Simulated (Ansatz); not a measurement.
## Pb, space group Fd-3m: a relaxation of the ions, step by step

Program: the Python package of Ansatz (0.2.0).

The script reads `pb.vasp`:
```text
Pb
1.0
   0.00000000    3.43900006    3.43900006
   3.43900006    0.00000000    3.43900006
   3.43900006    3.43900006    0.00000000
Pb
2
Direct
   0.50000000    0.50000000    0.50000000
   0.75000000    0.75000000    0.75000000
```

The cells in order, each with its output:

```python
import warnings

import ansatz as az
from ase import Atoms
from ase.data import atomic_numbers
from ase.io import write
from ase.io import read
import numpy as np
from pymatgen.core import Structure
import spglib
```

```python
warnings.simplefilter("ignore", az.DeckWarning)
```

```python
atoms = read("pb.vasp", format="vasp")
structure = az.Crystal.from_ase(atoms)

[site.symbol for site in structure.resolved().sites]
```

    ['Pb', 'Pb']

```python
calculation = (
    structure.calculation()
    .functional("r2scan", dispersion="d3bjatm")
    .basis(650)
    .kpoints(density=2.6)
    .occupations("Marzari-Vanderbilt", width=0.1)
    .relax(force_tolerance=0.005, max_steps=40, random_displacement=True, displacement_amplitude=0.15, displacement_seed=321)
)
steps = []
```

```python
def collect(event):
    if event["event"] == "relax_step":
        steps.append(event["data"])
```

```python
outcome = calculation.session().plan().execute(on_event=collect)
data = outcome.report
```

    

```python
data["n_electrons"]
```

    28.0

```python
data["converged"], data["free_energy_ev"]
```

    (True, -23841.563658106235)

```python
data["n_kpoints"], data["n_symmetry_ops"], data["n_pw"]
```

    (63, 1, 3119)

```python
for s in steps:
    flag = "" if s["accepted"] else "  (rejected)"
    print("step %2d  E = %.5f eV  largest force component = %.4f eV/A%s" % (s["step"], s["lagrangian_ev"], s["allowed_force_max_ev_ang"], flag))
```

    step  1  E = -23841.33342 eV  largest force component = 1.3862 eV/A
    step  2  E = -23841.54545 eV  largest force component = 0.2746 eV/A
    step  3  E = -23841.56362 eV  largest force component = 0.0066 eV/A
    step  4  E = -23841.56362 eV  largest force component = 0.0068 eV/A
    step  5  E = -23841.56366 eV  largest force component = 0.0020 eV/A

```python
first, last = steps[0], steps[-1]
symbols = [site.symbol for site in outcome.lattice.sites]
print(f"energy gained {first['lagrangian_ev'] - last['lagrangian_ev']:.4f} eV in {len(steps) - 1} steps")
```

    energy gained 0.2302 eV in 4 steps

```python
fractions = [site.position_frac for site in outcome.lattice.sites]
numbers = [atomic_numbers[s] for s in symbols]
for tolerance in (1e-3, 1e-2, 1e-1):
    print(f"space group at {tolerance} A:", spglib.get_spacegroup((outcome.lattice.cell_ang, fractions, numbers), symprec=tolerance))
```

    space group at 0.001 A: C2/m (12)
    space group at 0.01 A: Fd-3m (227)
    space group at 0.1 A: Fd-3m (227)

```python
print("atom   start x y z (A)              end x y z (A)")
for symbol, a, b in zip(symbols, first["positions_ang"], last["positions_ang"]):
    print(f"{symbol:3s}", " ".join(f"{v:8.4f}" for v in a), "  ", " ".join(f"{v:8.4f}" for v in b))
```

    atom   start x y z (A)              end x y z (A)
    Pb    3.4896   3.3482   3.3309      3.4535   3.4070   3.4584
    Pb    5.1344   5.1861   5.3039      5.1705   5.1273   5.1764

```python
relaxed = Atoms(symbols, positions=[site.position_ang for site in outcome.lattice.sites], cell=outcome.lattice.cell_ang, pbc=True)
write("relaxed.cif", relaxed, format="cif")
```

```python
for key in ("converged", "n_iterations", "n_electrons", "n_kpoints", "n_pw", "n_symmetry_ops", "free_energy_ev", "fermi_energy_ev"):
    print(f"{key:18s} {data[key]}")

final = Structure(outcome.lattice.cell_ang, [s.symbol for s in outcome.lattice.sites], [s.position_frac for s in outcome.lattice.sites])
# count neighbours out to a fixed multiple of the shortest distance
for index, (site, neighbours) in enumerate(zip(final, final.get_all_neighbors(5.5))):
    first = min(n.nn_distance for n in neighbours)
    shell = [n for n in neighbours if n.nn_distance < 1.2 * first]
    mean = sum(n.nn_distance for n in shell) / len(shell)
    print(f"atom {index} {site.specie.symbol}: {len(shell)} neighbours within 1.2 of the shortest distance, mean {mean:.3f} A")
```

    converged          True
    n_iterations       2
    n_electrons        28.0
    n_kpoints          63
    n_pw               3119
    n_symmetry_ops     1
    free_energy_ev     -23841.563658106235
    fermi_energy_ev    6.7583671799020335
    atom 0 Pb: 4 neighbours within 1.2 of the shortest distance, mean 2.978 A
    atom 1 Pb: 4 neighbours within 1.2 of the shortest distance, mean 2.978 A

File `relaxed.cif` afterwards:
```cif
data_image0
_chemical_formula_structural       Pb2
_chemical_formula_sum              "Pb2"
_cell_length_a       4.863480525853888
_cell_length_b       4.863480525853888
_cell_length_c       4.863480525853888
_cell_angle_alpha    59.99999999999999
_cell_angle_beta     59.99999999999999
_cell_angle_gamma    59.99999999999999

_space_group_name_H-M_alt    "P 1"
_space_group_IT_number       1

loop_
  _space_group_symop_operation_xyz
  'x, y, z'

loop_
  _atom_site_type_symbol
  _atom_site_label
  _atom_site_symmetry_multiplicity
  _atom_site_fract_x
  _atom_site_fract_y
  _atom_site_fract_z
  _atom_site_occupancy
  Pb  Pb1       1.0  0.496053461271392  0.5095803705591273  0.49464132959934193  1.0000
  Pb  Pb2       1.0  0.7463357110794931  0.7588814350293538  0.7445970512425462  1.0000
```

Total energies depend on the potentials; only differences at equal settings carry meaning. A total without «per atom» is that of the cell as typed. Dispersion corrections can be off by several per cent in the lattices of metals, and by several GPa in the pressure at a fixed cell. For a metal this k-point mesh is coarse: on a finer one energies can move by several to tens of meV an atom and pressures by half a GPa or more, differences at one mesh by less. Only differences from the Fermi energy are physical; the zero of the scale is a convention. Energies along a relaxation are free energies. A last row that repeats the one before re-solves the same geometry more tightly. The first row is the displaced cell, and groups found at tight tolerances show what the force threshold leaves of the kick. Spin-orbit coupling, which matters for elements this heavy, is left out. This isn't the structure that Pb takes at ambient conditions. Run time: 110 s on 1 thread of Arm Neoverse V2, on a shared host, peak memory 0.9 GiB.

(Lines on the test bed's own set-up are left out of the output.)
